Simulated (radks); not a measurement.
**Nuclear size and the levels of Pr²¹⁺**

Aim: how the total energy, the levels and the density at the nucleus of Pr²¹⁺ respond when the nuclear radius is scaled.

Method: Dirac Kohn-Sham, LDA (Slater exchange, Perdew-Wang correlation), spin-unpolarised, spherical densities, finite nucleus; open shells are shared between the two j in proportion to 2j + 1. Code: radks (a radial shooting solver on a logarithmic mesh, Libxc functionals) version 1.

## Step 1: What is computed

```
element            : praseodymium (Z = 59)
charge             : +21
electrons          : 38
configuration      : [Kr] 4d2
nuclear rms radius : 4.8919 fm
```

Outer shells as boxes (Hund's rule):

Pr²¹⁺
```
[Kr] core
4d [↑ ][↑ ][  ][  ][  ]
```

## Step 2: rms radius 4.8919 fm

Input:

```text
Z 59
configuration [Kr] 4d2 5s0 5p0
relativity Dirac
functional lda,pw
spin unpolarised
j_filling average
nucleus finite rms 4.8919 fm
c 137.035999084
```

## Step 3: rms radius 4.3929 fm

Changes since step 2:

```diff
@@ -6,3 +6,3 @@
 j_filling average
-nucleus finite rms 4.8919 fm
+nucleus finite rms 4.3929 fm
 c 137.035999084
```

## Step 4: rms radius 4.4174 fm

Changes since step 3:

```diff
@@ -6,3 +6,3 @@
 j_filling average
-nucleus finite rms 4.3929 fm
+nucleus finite rms 4.4174 fm
 c 137.035999084
```

## Step 5: rms radius 5.249 fm

Changes since step 4:

```diff
@@ -6,3 +6,3 @@
 j_filling average
-nucleus finite rms 4.4174 fm
+nucleus finite rms 5.249 fm
 c 137.035999084
```

## Step 6: rms radius 5.6795 fm

Changes since step 5:

```diff
@@ -6,3 +6,3 @@
 j_filling average
-nucleus finite rms 5.249 fm
+nucleus finite rms 5.6795 fm
 c 137.035999084
```

**Question.** What will these runs give? Wanted: for each run, rms radius; total energy shift; density at nucleus; 1s1/2 shift; 2s1/2 shift; 4p1/2 shift; 5s1/2 shift; 5p1/2 shift.

The runs gave:

| rms radius (fm) | total energy shift (eV) | density at nucleus (e/bohr³) | 1s1/2 shift (meV) | 2s1/2 shift (meV) | 4p1/2 shift (meV) | 5s1/2 shift (meV) | 5p1/2 shift (meV) |
| --- | --- | --- | --- | --- | --- | --- | --- |
| 4.3929 | -2.24 | 4.251e+05 | -931 | -115 | 0.274 | -2.45 | 0.0879 |
| 4.4174 | -2.14 | 4.246e+05 | -887 | -109 | 0.261 | -2.33 | 0.0838 |
| 4.8919 | 0 | 4.154e+05 | 0 | 0 | 0 | 0 | 0 |
| 5.249 | 1.72 | 4.092e+05 | 714 | 88.1 | -0.210 | 1.88 | -0.0674 |
| 5.6795 | 3.92 | 4.023e+05 | 1627 | 201 | -0.478 | 4.28 | -0.153 |

In words: Shifts are against the first run. Over the range the 1s1/2 level moves by 2.56 eV and the 5p1/2 level by -0.241 meV. A larger nucleus binds the 1s electrons less and lowers the density at its centre. These are shifts of eigenvalues, not the field shifts of spectral lines.
